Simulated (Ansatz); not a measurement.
RuCl2:

```
Ru Cl
1.0
     3.54969    0.00000    0.00000
    -1.77485    3.07412    0.00000
     0.00000    0.00000   11.45278
Ru Cl
2 4
Cartesian
  0.0000 0.0000 0.0000
  0.0000 0.0000 5.7264
  0.0000 2.0494 1.4430
  0.0000 2.0494 7.1694
  1.7748 1.0247 4.2833
  1.7748 1.0247 10.0097
```

The cell comes from a database or a generator and needn't be the stable form of this composition.

The cell isn't the ideal one: another cell of the same crystal, with 6 atoms.

Base run:

| Item | Value |
| --- | --- |
| Program | Ansatz 0.2.0 |
| Functional | PBE |
| Potentials or basis | Ansatz PAW |
| Cutoff | 420 eV (not typed: the program's choice for these potentials) |
| k mesh | 6 × 6 × 2 |
| Occupations | gaussian, width 0.05 eV |
| Spin | collinear spin, antiferromagnetic start |
| Starting moments | [1.0, -1.0, 0.0, 0.0, 0.0, 0.0] μB |
| Hubbard terms | Ru d U = 4 eV |

Its results: band gap on the k mesh 2.88 eV; pressure -2.9 GPa; net moment 0.00 μB per cell; largest force 1.151 eV/Å.

The run is repeated on the same cell with these changes: functional from PBE to PBEsol; hubbard terms from Ru d U = 4 eV to none; hubbard projectors from ortho-atomic (the default) to none. What comes out?

Band gap on the k mesh 0.58 eV; pressure -10.4 GPa; net moment 0.00 μB per cell; largest force 1.981 eV/Å.

Several settings changed at once, so the effect can't be laid on one alone.

Caveats: forces of over 1 eV/Å show positions far from the minimum, so gaps and moduli don't describe the material at rest; the starting moments weren't kept; the magnetic or orbital state may not be the lowest (some runs); the PAW data sets come from PBE, with cores solved anew for the run's functional, which leaves a small shift of forces and pressure (some runs).

A k mesh can miss the band edges.
